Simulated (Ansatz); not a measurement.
# LaCuSeO: the cost of one run

Computed with Ansatz 0.2.0, driven from Python. Level of theory: DFT r2SCAN, plane waves, PAW.

**1. Starting point**

It takes space group P4/nmm (No. 129, tetragonal). The conventional cell has a = 4.067 Å, b = 4.067 Å, c = 8.797 Å, α = 90.00°, β = 90.00°, γ = 90.00°. Around La (site symmetry 4mm) lie 4 O at 2.38 Å. Around Cu (site symmetry -4m2) lie 4 Se at 2.52 Å and 4 Cu at 2.88 Å. Se (site symmetry 4mm) has 4 Cu at 2.52 Å in its first shell of neighbours. O (site symmetry -4m2) is surrounded by 4 La at 2.38 Å.

The script holds or builds the structure itself.

**2. The code**

Contents of run_pdos.py:

```python
'''Which atoms and shells make the states of LaCuSeO.'''

import warnings

import ansatz as az
import matplotlib.pyplot as plt
import numpy as np

warnings.simplefilter('ignore', az.DeckWarning)

lattice = az.Lattice.of(
    (4.06712, 0.0, 0.0),
    (0.0, 4.06712, 0.0),
    (0.0, 0.0, 8.7975),
)
sites = [
    ('La', (0.5, 0.0, 0.1398)),
    ('La', (0.0, 0.5, 0.8602)),
    ('Cu', (0.5, 0.5, 0.5)),
    ('Cu', (0.0, 0.0, 0.5)),
    ('Se', (0.5, 0.0, 0.6698)),
    ('Se', (0.0, 0.5, 0.3302)),
    ('O', (0.5, 0.5, 0.0)),
    ('O', (0.0, 0.0, 0.0)),
]
xtal = az.Crystal(lattice=lattice)
for symbol, position in sites:
    xtal = xtal.atom(symbol, position)

base = (
    xtal.calculation()
    .occupations('Fixed')
    .kpoints(6, 6, 4, center='gamma')
    .functional('r2SCAN')
    .scf(extra_bands=22)
    .density_of_states(projected=True, energy_step=0.05)
)
outcome = base.run(threads=1, pin='off')
r = outcome.report

dos = outcome.density_of_states()
energy = np.asarray(dos.energies_ev) - dos.fermi_ev
curves = {}
for site in outcome.projected_density_of_states().sites:
    for shell in site.shells:
        weight = sum(np.sum(curve.g_bin_mean_per_ev, axis=0) for curve in shell.curves)
        name = f'{site.species} {shell.label}'
        curves[name] = curves.get(name, 0) + weight

window = (energy > -10) & (energy < 4)
fig, ax = plt.subplots(figsize=(5.5, 3.5))
for name, g in curves.items():
    if g[window].max() > 0.05:
        ax.plot(energy[window], g[window], label=name, lw=1)
        print(f'{name:8s} peak {g[window].max():7.3f} states/eV at {energy[window][g[window].argmax()]:6.2f} eV')
ax.set(xlabel='E - E_F (eV)', ylabel='states/eV')
ax.legend(fontsize=7)
fig.tight_layout()
fig.savefig('pdos.png', dpi=100)
```

**3. The calls as engine input**

The engine receives this input:

```yaml
crystal:
  lattice:
    - [4.06712, 0.0, 0.0]
    - [0.0, 4.06712, 0.0]
    - [0.0, 0.0, 8.7975]
  atoms:
    - { symbol: La, position: [0.5, 0.0, 0.1398] }
    - { symbol: La, position: [0.0, 0.5, 0.8602] }
    - { symbol: Cu, position: [0.5, 0.5, 0.5] }
    - { symbol: Cu, position: [0.0, 0.0, 0.5] }
    - { symbol: Se, position: [0.5, 0.0, 0.6698] }
    - { symbol: Se, position: [0.0, 0.5, 0.3302] }
    - { symbol: O, position: [0.5, 0.5, 0.0] }
    - { symbol: O, position: [0.0, 0.0, 0.0] }
kpoints:
  mp_grid:
    grid: [6, 6, 4]
    shift: [0.0, 0.0, 0.0]
hamiltonian:
  xc: r2scan
scf:
  n_extra_bands: 22
  occupations:
    method: fixed
output:
  dos:
    de: 0.05
    projected: true
```

**4. Launch**

Run with:

```sh
$ python run_pdos.py
```

**Question.** How long does this script take on 1 thread of Intel Xeon 6975P-C (Granite Rapids), shared host, and how much memory does it need?

About 20 s, with a peak of 0.95 GiB.
